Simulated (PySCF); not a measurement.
# Br5Co ([CoBr5]3-): the cost of one run

Computed with PySCF 2.14.0 and routines of our own; the level stands in each step. Atoms count from 0.

## (1) The starting structure

6 atoms, charge -3, states of the metal's open shell are computed; geometry from: model geometry, bond lengths from ionic radii.

## (2) Ligand-field states: state-averaged CASSCF in water

The job: settings as JSON, then the geometry in Å.

```
{"job": {"kind": "lf", "basis": {"metal": "x2c-TZVPall", "ligand": "x2c-SVPall"}, "nevpt": true, "solvent": "water"}, "charge": -3, "metal": "Co", "open_shell": "d7"}
Co     0.000000     0.000000     0.000000
Br     0.000000     0.000000     2.545000
Br     2.506336     0.000000    -0.441935
Br    -2.506336     0.000000    -0.441935
Br     0.000000     2.506336    -0.441935
Br    -0.000000    -2.506336    -0.441935
```

With the program's defaults for keys left out, this is: state-averaged CASSCF of the metal d shell, SC-NEVPT2 on the averaged canonical orbitals, state-interaction spin-orbit coupling.

The run is started by

```
$ OMP_NUM_THREADS=1 python lf_run.py task.json out
```

One launch serves the whole session: the jobs run in the order shown.

**Question.** How long does this first job take on 1 thread of Arm Neoverse V2, shared host, and how much memory does it need?

About 43 s, with a peak of 0.65 GiB.
